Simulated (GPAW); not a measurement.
# NbSi in GPAW: the effect of potentials

The system is NbSi.

```xyz
2
Lattice="0.0000 2.5738 2.5738 2.5738 0.0000 2.5738 2.5738 2.5738 0.0000" Properties=species:S:1:pos:R:3 pbc="T T T"
Nb    0.0000    0.0000    0.0000
Si    2.5738    2.5738    2.5738
```

The cell was built by a generator and needn't be a form met in nature.

Alike in all runs:

| Property | Result |
| --- | --- |
| Program | GPAW 26.7.0 |
| Task | equation of state |
| Functional | PBE |
| Cutoff | 600 eV |
| Basis | pw |
| k mesh | 9 × 9 × 9 |
| Occupations | fermi-dirac, width 0.05 eV |
| Spin | no spin polarisation |

| potentials | B0 (GPa) |
| --- | --- |
| GPAW stock | 151 |
| GPAW stock, other valence | ? |
| PAW data sets made by gpaw-setup for the functional | 151 |
| JTH PAW 2.0 | 152 |

What does the run with potentials GPAW stock, other valence give?

B0 154 GPa.

Caveats: the program truncates these outside data sets (some runs).
